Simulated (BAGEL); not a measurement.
# RI-MP2/6-31G(d) (density fitting with qzvpp-jkfit, spherical functions) run of GaPH4S (SMILES S[PH][GaH2])

What is the energy change on altering one bond length of GaPH4S at RI-MP2/6-31G* (density fitting with qzvpp-jkfit, spherical functions)? 

The results are computed with BAGEL 1.2.2.

5 further runs of the same task are left out: 2 that didn't finish, 3 set aside as unsound or not needed.

### Step 1. The structure to begin with

GaPH4S has 7 atoms, charge 0, and is taken as a singlet. As SMILES, `S[PH][GaH2]`. Geometry: a GFN2-xTB relaxation, a rough one for these elements and not checked as a minimum. This is one conformer, not always the lowest.

Bond lengths: S1–P2 2.136 Å, P2–Ga3 2.356 Å, S1–H4 1.332 Å, P2–H5 1.406 Å, Ga3–H6 1.582 Å, Ga3–H7 1.586 Å. Angles: S1–P2–Ga3 83.5°, S1–P2–H5 95.5°, Ga3–P2–H5 94.7°, P2–S1–H4 96.7°, P2–Ga3–H6 122.3°, P2–Ga3–H7 125.3°, H6–Ga3–H7 111.9°.

### Step 2. The energy at RI-MP2/6-31G(d) (density fitting with qzvpp-jkfit, spherical functions)

Contents of calc.json:

```json
{ "bagel" : [

{
  "title" : "molecule",
  "basis" : "6-31gs.json",
  "df_basis" : "qzvpp-jkfit",
  "angstrom" : "true",
  "geometry" : [
    { "atom" : "S", "xyz" : [      -1.317890,      -1.108650,      -0.053080 ] },
    { "atom" : "P", "xyz" : [      -0.723770,       0.819160,      -0.756430 ] },
    { "atom" : "Ga", "xyz" : [       1.161970,       0.436840,       0.603440 ] },
    { "atom" : "H", "xyz" : [      -2.630020,      -0.928090,      -0.192580 ] },
    { "atom" : "H", "xyz" : [      -0.113180,       0.350390,      -1.933390 ] },
    { "atom" : "H", "xyz" : [       1.228830,       0.917720,       2.108650 ] },
    { "atom" : "H", "xyz" : [       2.394060,      -0.487380,       0.223390 ] }
  ]
},

{ "title" : "hf", "charge" : 0 },

{ "title" : "mp2", "charge" : 0, "ncore" : 19 }

]}
```

The basis set 6-31G* is read from a file made from the Basis Set Exchange's data (not shown).

The run is started by

```bash
$ BAGEL_NUM_THREADS=1 BAGEL calc.json > calc.out
```

The log of the run:

```text
* using 1 threads per process

  ===============================================================
  ===============================================================

  *** Geometry ***

  { "atom" : "S", "xyz" : [     -2.490451,     -2.095045,     -0.100307 ] },
  { "atom" : "P", "xyz" : [     -1.367727,      1.547988,     -1.429446 ] },
  { "atom" : "Ga", "xyz" : [      2.195805,      0.825508,      1.140336 ] },
  { "atom" : "H", "xyz" : [     -4.970018,     -1.753836,     -0.363923 ] },
  { "atom" : "H", "xyz" : [     -0.213879,      0.662141,     -3.653578 ] },
  { "atom" : "H", "xyz" : [      2.322152,      1.734239,      3.984771 ] },
  { "atom" : "H", "xyz" : [      4.524118,     -0.921015,      0.422146 ] },

  Number of auxiliary basis functions:      594

  Since a DF basis is specified, we compute 2- and 3-index integrals:
    o Being stored without compression. Storage requirement is 0.027 GB

  Number of basis functions:       76
  Number of electrons      :       66

    * METHOD: MOLECULE                             1.00

  *** RHF ***

  === Nuclear Repulsion ===
   309.9875832626

      * DIIS with orbital gradients will be used.

  === RHF iteration (6-31gs.json) ===
      0      -2663.45426385          0.00791444           0.23
      1      -2663.50039500          0.00401058           0.20
      2      -2663.50640285          0.00132691           0.24
      3      -2663.50767434          0.00021411           0.24
      4      -2663.50773869          0.00005746           0.23
      5      -2663.50774433          0.00001679           0.19
      6      -2663.50774487          0.00000527           0.17
      7      -2663.50774492          0.00000171           0.18
      8      -2663.50774493          0.00000066           0.22
      9      -2663.50774493          0.00000026           0.23
     10      -2663.50774493          0.00000011           0.25
     11      -2663.50774493          0.00000003           0.24
     12      -2663.50774493          0.00000001           0.24
     13      -2663.50774493          0.00000000           0.24
    * SCF iteration converged.

    * Permanent dipole moment:
           (   -0.013132,    -0.398244,     0.322202) a.u.

    * METHOD: HF                                   3.71

  *** RHF ***

  === Nuclear Repulsion ===
   309.9875832626

      * DIIS with orbital gradients will be used.

  === RHF iteration (6-31gs.json) ===
      0      -2663.50774493          0.00000000           0.20
    * SCF iteration converged.

    * Permanent dipole moment:
           (   -0.013132,    -0.398244,     0.322202) a.u.

  === DF-MP2 calculation ===

    * freezing 19 orbitals
    * 3-index integral transformation done
    * assembly done

      MP2 correlation energy:   -0.4575613104      0.07

      MP2 total energy:       -2663.9653062385

    * METHOD: MP2                                  0.54

  ===============================================================
```

It took 6 s on 1 thread of Intel Xeon at 2.50GHz (Skylake/Cascade Lake), shared host.

### Step 3. The distorted shape

Contents of job.json:

```json
{ "bagel": [

{
  "title": "molecule",
  "basis": "6-31gs.json",
  "df_basis": "qzvpp-jkfit",
  "angstrom": true,
  "geometry": [
    { "atom": "S", "xyz": [      -2.303546,      -0.369286,       0.250955 ] },
    { "atom": "P", "xyz": [      -1.709426,       1.558524,      -0.452395 ] },
    { "atom": "Ga", "xyz": [       0.176314,       1.176204,       0.907475 ] },
    { "atom": "H", "xyz": [      -3.615676,      -0.188726,       0.111455 ] },
    { "atom": "H", "xyz": [      -1.098836,       1.089754,      -1.629355 ] },
    { "atom": "H", "xyz": [       0.243174,       1.657084,       2.412685 ] },
    { "atom": "H", "xyz": [       2.394060,      -0.487380,       0.223390 ] }
  ]
},

{
  "title": "hf"
},

{
  "title": "mp2",
  "ncore": 19
}

]}
```

The basis set 6-31G* is read from a file made from the Basis Set Exchange's data (not shown).

The run is started by

```bash
$ BAGEL_NUM_THREADS=1 BAGEL job.json > job.out
```

The log of the run:

```text
* using 1 threads per process

  ===============================================================
  ===============================================================

  *** Geometry ***

  { "atom" : "S", "xyz" : [     -4.353071,     -0.697849,      0.474236 ] },
  { "atom" : "P", "xyz" : [     -3.230347,      2.945184,     -0.854903 ] },
  { "atom" : "Ga", "xyz" : [      0.333185,      2.222703,      1.714879 ] },
  { "atom" : "H", "xyz" : [     -6.832637,     -0.356640,      0.210619 ] },
  { "atom" : "H", "xyz" : [     -2.076499,      2.059337,     -3.079035 ] },
  { "atom" : "H", "xyz" : [      0.459532,      3.131435,      4.559314 ] },
  { "atom" : "H", "xyz" : [      4.524118,     -0.921015,      0.422146 ] },

  Number of auxiliary basis functions:      594

  Since a DF basis is specified, we compute 2- and 3-index integrals:
    o Being stored without compression. Storage requirement is 0.027 GB

  Number of basis functions:       76
  Number of electrons      :       66

    * METHOD: MOLECULE                             0.82

  *** RHF ***

  === Nuclear Repulsion ===
   304.2995469184

      * DIIS with orbital gradients will be used.

  === RHF iteration (6-31gs.json) ===
      0      -2663.28978604          0.00970989           0.25
      1      -2663.37518749          0.00505183           0.17
      2      -2663.38640949          0.00146457           0.17
      3      -2663.38811015          0.00037108           0.18
      4      -2663.38829542          0.00009598           0.17
      5      -2663.38830978          0.00002983           0.17
      6      -2663.38831153          0.00000967           0.17
      7      -2663.38831171          0.00000350           0.19
      8      -2663.38831173          0.00000126           0.17
      9      -2663.38831173          0.00000055           0.14
     10      -2663.38831173          0.00000016           0.16
     11      -2663.38831173          0.00000005           0.17
     12      -2663.38831173          0.00000002           0.15
     13      -2663.38831173          0.00000001           0.18
    * SCF iteration converged.

    * Permanent dipole moment:
           (    1.193900,    -1.059754,     0.096476) a.u.

    * METHOD: HF                                   3.06

  *** RHF ***

  === Nuclear Repulsion ===
   304.2995469184

      * DIIS with orbital gradients will be used.

  === RHF iteration (6-31gs.json) ===
      0      -2663.38831173          0.00000000           0.20
    * SCF iteration converged.

    * Permanent dipole moment:
           (    1.193899,    -1.059753,     0.096476) a.u.

  === DF-MP2 calculation ===

    * freezing 19 orbitals
    * 3-index integral transformation done
    * assembly done

      MP2 correlation energy:   -0.4685269210      0.10

      MP2 total energy:       -2663.8568386540

    * METHOD: MP2                                  0.49

  ===============================================================
```

It took 4.8 s on 1 thread of Intel Xeon at 2.50GHz (Skylake/Cascade Lake), shared host.

### Step 4. What came out

At RI-MP2/6-31G* (density fitting with qzvpp-jkfit, spherical functions), 19 core orbitals frozen:

| quantity | value |
| --- | --- |
| first shape: total energy | -2663.96531 Eh |
| first shape: correlation energy (19 core orbitals frozen) | -457.6 mEh |
| distorted shape: total energy | -2663.85684 Eh |
| distorted shape: correlation energy (19 core orbitals frozen) | -468.5 mEh |
| energy change with the Ga3–H7 bond stretched from 1.586 to 2.856 Å | 2.952 eV |

In words: One bond (distorted shape) is far stretched, which a spin-restricted single reference describes badly; perturbation theory on it can break down and give far too much correlation. With the Ga3–H7 bond stretched from 1.586 to 2.856 Å the energy rises by 2.95 eV (68 kcal/mol). The first shape isn't relaxed at this level, so the change isn't measured from a minimum. A restricted reference can't describe the breaking bond well at this length.
